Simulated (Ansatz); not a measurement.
# H3NOSSi (SMILES N[SiH]1OS1): one structure at several levels

The atoms stand at a structure displaced at random from a GFN2-xTB minimum. How far do the functionals agree with CCSD(T) there?

Method: single points in def2-TZVPP; program: Ansatz 0.2.0, Gaussian basis.

Correlated methods freeze the cores.

### 1 Starting geometry

SMILES `N[SiH]1OS1`, 7 atoms, charge 0, spin multiplicity 1.

Atoms are counted from 1 here; the program's logs count them from 0.

Bond lengths: N1–Si2 1.794 Å, N1–H5 0.970 Å, N1–H6 0.856 Å, Si2–O3 1.715 Å, Si2–S4 2.079 Å, Si2–H7 1.370 Å, O3–S4 1.738 Å. Angles: Si2–N1–H5 105.8°, Si2–N1–H6 122.6°, H5–N1–H6 112.6°, N1–Si2–O3 112.7°, N1–Si2–S4 118.7°, N1–Si2–H7 117.6°, O3–Si2–S4 53.5°, O3–Si2–H7 122.1°, S4–Si2–H7 116.8°, Si2–O3–S4 74.1°, Si2–S4–O3 52.5°.

Geometry (Å):

```xyz
7

N    -0.2445    1.1708   -0.3548
Si   -0.3267   -0.6006   -0.0864
O     0.1169   -1.0503    1.5078
S     1.4025   -1.6073    0.4793
H     0.4558    1.4945    0.2333
H    -0.2043    1.5178   -1.1368
H    -1.2434   -1.3111   -0.8147
```

### 2 CCSD(T)/def2-TZVPP

Contents of run/in.yaml:

```yaml
crystal:
  periodic: [false, false, false]
  atoms:
    - {symbol: N, position_ang: [-0.244500, 1.170800, -0.354800]}
    - {symbol: Si, position_ang: [-0.326700, -0.600600, -0.086400]}
    - {symbol: O, position_ang: [0.116900, -1.050300, 1.507800]}
    - {symbol: S, position_ang: [1.402500, -1.607300, 0.479300]}
    - {symbol: H, position_ang: [0.455800, 1.494500, 0.233300]}
    - {symbol: H, position_ang: [-0.204300, 1.517800, -1.136800]}
    - {symbol: H, position_ang: [-1.243400, -1.311100, -0.814700]}
basis:
  gaussian: {orbitals: def2-TZVPP}
correlation: {method: ccsd_t}
output: {forces: true}
```

The run is started by

```console
$ ansatz run in.yaml --threads 8 --pin off --events-out ev --progress --plain --max-ram 10444MiB
```

### 3 PBE0-D4/def2-TZVPP

Changes to run/in.yaml since step 2:

```diff
@@ -12,3 +12,3 @@
   gaussian: {orbitals: def2-TZVPP}
-correlation: {method: ccsd_t}
-output: {forces: true}
+hamiltonian: {xc: pbe0, dispersion: d4}
+output: {forces: true, orbitals: {seedname: orbitals}}
```

### 4 wB97M-V/def2-TZVPP

Changes to run/in.yaml since step 3:

```diff
@@ -12,3 +12,3 @@
   gaussian: {orbitals: def2-TZVPP}
-hamiltonian: {xc: pbe0, dispersion: d4}
-output: {forces: true, orbitals: {seedname: orbitals}}
+hamiltonian: {xc: {name: wB97M-V}}
+output: {forces: true}
```

### 5 r2SCAN-D4/def2-TZVPP

Changes to run/in.yaml since step 4:

```diff
@@ -12,3 +12,3 @@
   gaussian: {orbitals: def2-TZVPP}
-hamiltonian: {xc: {name: wB97M-V}}
+hamiltonian: {xc: r2scan, dispersion: d4}
 output: {forces: true}
```

### 6 PBE-D4/def2-TZVPP

Changes to run/in.yaml since step 5:

```diff
@@ -12,3 +12,3 @@
   gaussian: {orbitals: def2-TZVPP}
-hamiltonian: {xc: r2scan, dispersion: d4}
+hamiltonian: {xc: pbe, dispersion: d4}
 output: {forces: true}
```

### 7 BLYP-D4/def2-TZVPP

Changes to run/in.yaml since step 6:

```diff
@@ -12,3 +12,3 @@
   gaussian: {orbitals: def2-TZVPP}
-hamiltonian: {xc: pbe, dispersion: d4}
+hamiltonian: {xc: {name: BLYP}, dispersion: d4}
 output: {forces: true}
```

### 8 wB97X-V/def2-TZVPP

Changes to run/in.yaml since step 7:

```diff
@@ -12,3 +12,3 @@
   gaussian: {orbitals: def2-TZVPP}
-hamiltonian: {xc: {name: BLYP}, dispersion: d4}
+hamiltonian: {xc: {name: wB97X-V}}
 output: {forces: true}
```

(Steps that only read results are left out.)

Q: Predict the outcome of this session. Wanted: energy less free atoms, CCSD(T)/def2-TZVPP; RMS force component; RMS force error; HOMO and LUMO, PBE0-D4; T1 diagnostic.

The runs gave:

```
                                  quantity                                                                                           value
energy less free atoms, CCSD(T)/def2-TZVPP                                                                                  -2150.9 kJ/mol
                       RMS force component                                                            3.927 to 3.989 eV/Å over the methods
                           RMS force error  PBE0-D4 0.205, wB97M-V 0.170, r2SCAN-D4 0.084, PBE-D4 0.180, BLYP-D4 0.269, wB97X-V 0.218 eV/Å
                    HOMO and LUMO, PBE0-D4                                                                              -6.27 and -1.10 eV
                             T1 diagnostic                                                                                           0.015
```

**Reading.** Against CCSD(T) the functionals' energies less atoms differ by -162.2 to -79.9 kJ/mol, PBE-D4 by -162.2 kJ/mol. A larger basis would deepen the CCSD(T) value, while the functionals are nearly converged already, so the order here is not reliable. For forces r2SCAN-D4 does best and BLYP-D4 worst. Frozen-core CCSD(T) forces in triple zeta carry basis errors of their own, and this is one geometry, so small gaps rank nothing.
